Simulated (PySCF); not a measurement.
**SnI+: bond curves at several levels of theory**

An exercise on one series of results from a longer session: the logs are not shown, and one member is left open.

Program: PySCF 2.14.0. Level of theory: Sn def2-TZVPPD with ECP28, I def2-TZVPPD with ECP28, scalar-relativistic core potentials. These are calculated values, not measurements.

The first run:

A driver script around PySCF takes these settings:

```yaml
atoms: Sn, I
charge: 1
basis: Sn def2-TZVPPD with ECP28, I def2-TZVPPD with ECP28
Hamiltonian: scalar-relativistic core potentials
basis_functions: 115
electrons_treated: 46
masses_in_u: 119.9022, 126.9045
levels: PBE0, PBE, r²SCAN, r²SCAN0, LDA, BHandHLYP, BLYP, B2PLYP, HSE06, HF, MP2, SCS-MP2, CCSD, CCSD(T)
grid: 80 radial by 434 angular points
occupations: held fixed by the projection of orbital angular momentum
dissociation_limit: Sn+ + I, each in its ground configuration
starting_distance_in_angstrom: 2.760
values_of_2S_to_try: 0, 2
```

Command:

```console
OMP_NUM_THREADS=2 python dia.py task.json out
```

Steps of the session up to this table: The job; First curve: PBE0; Excited determinants; PBE (GGA); r²SCAN (meta-GGA); r²SCAN0; LDA; BHandHLYP (global hybrid GGA); BLYP; B2PLYP (double hybrid); HSE06; RHF (mean field); Adding correlation.

One table of the session follows, with a row left open; its other results are not shown here.

Energy (eV) from each level's lowest point:

```
R (Å)    RHF  RHF-MP2  RHF-SCS-MP2  RHF-CCSD  RHF-CCSD(T)
2.236  1.443    1.240        1.310       n/a          n/a
2.340  0.638    0.508        0.555     0.565        0.593
2.444  0.200    0.129        0.156     0.162        0.179
2.522  0.045    0.012        0.025     0.028        0.037
2.600  0.000    0.000        0.000     0.000        0.000
2.678      ?        ?            ?         ?            ?
2.782  0.183    0.243        0.217     0.210        0.187
2.912  0.464    0.558        0.513     0.500        0.460
3.068  0.886    1.010        0.945     0.922        0.860
3.276  1.501    1.656        1.561       n/a          n/a
```

Q: Estimate the row for R (Å) = 2.678 from the others.

Worked estimate for «RHF». A straight line through the neighbours (2.600, 0.000) and (2.782, 0.183) gives 0.000 + (0.183 − 0.000) × (2.678 − 2.600) / (2.782 − 2.600) = 0.078; a parabola fitted to 4 rows on both sides gives 0.046.

**Answer.** RHF: 0.038; RHF-MP2: 0.066; RHF-SCS-MP2: 0.055; RHF-CCSD: 0.052; RHF-CCSD(T): 0.042. In «RHF» the line misses by +0.040 and the parabola by +0.008.
